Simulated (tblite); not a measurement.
# C5H13FSSi2: the cost of one run

Programs: tblite 0.8.0 and PySCF 2.14.0, with density-fitted response routines of our own. Each step states its level of theory. These are calculated values for one molecule in the gas phase, unless marked as measured. Atoms are numbered from 0 throughout.

**1. Starting geometry**

22 atoms, charge 0, multiplicity 1; geometry from: force field or distance geometry start.

Bonds of the start (Å): C0–C1 1.48, C1–C2 1.36, C2–C3 1.51, C3–F4 1.38, C3–Si5 1.87, Si5–S6 2.17, S6–C7 1.83, C7–Si8 1.85, C0–H9 1.09, C0–H10 1.09, C0–H11 1.11, C1–H12 1.10, C2–H13 1.08, C3–H14 1.09, Si5–H15 1.50, Si5–H16 1.48, C7–H17 1.09, C7–H18 1.10, Si8–H19 1.49, Si8–H20 1.49, Si8–H21 1.48.

**2. Relaxing the molecule with GFN2-xTB**

The job: settings as JSON, then the geometry in Å.

```
{"job": {"kind": "relax", "xc": "GFN2-xTB", "basis": "xTB"}, "charge": 0, "multiplicity": 1}
C     -2.029400     1.438900    -0.511700
C     -1.798300     0.811200     0.810900
C     -1.568200    -0.498200     1.082100
C     -1.583100    -1.640100     0.097900
F     -2.273700    -2.681400     0.692200
Si     0.098400    -2.310700    -0.383000
S      1.200200    -0.831600    -1.526900
C      2.046000     0.156300    -0.242400
Si     2.955800     1.557200    -1.033900
H     -1.991200     0.734600    -1.338100
H     -1.292500     2.218600    -0.690400
H     -3.030800     1.906700    -0.519700
H     -1.793900     1.499800     1.673100
H     -1.424000    -0.784600     2.116700
H     -2.142700    -1.383200    -0.797100
H      0.936700    -2.642100     0.818100
H     -0.012500    -3.514800    -1.236200
H      2.734800    -0.495700     0.302400
H      1.304100     0.542600     0.470100
H      2.027600     2.480400    -1.742200
H      3.629100     2.365800     0.021900
H      3.997300     1.089600    -1.977500
```

The run is started by

```sh
$ OMP_NUM_THREADS=1 python probes_run.py task.json out
```

One launch serves the whole session: the jobs run in the order shown.

Q: Estimate the wall time and peak memory of this first job on 1 thread of Intel Xeon at 2.50GHz, shared host.

About 4.7 s, with a peak of 0.19 GiB.
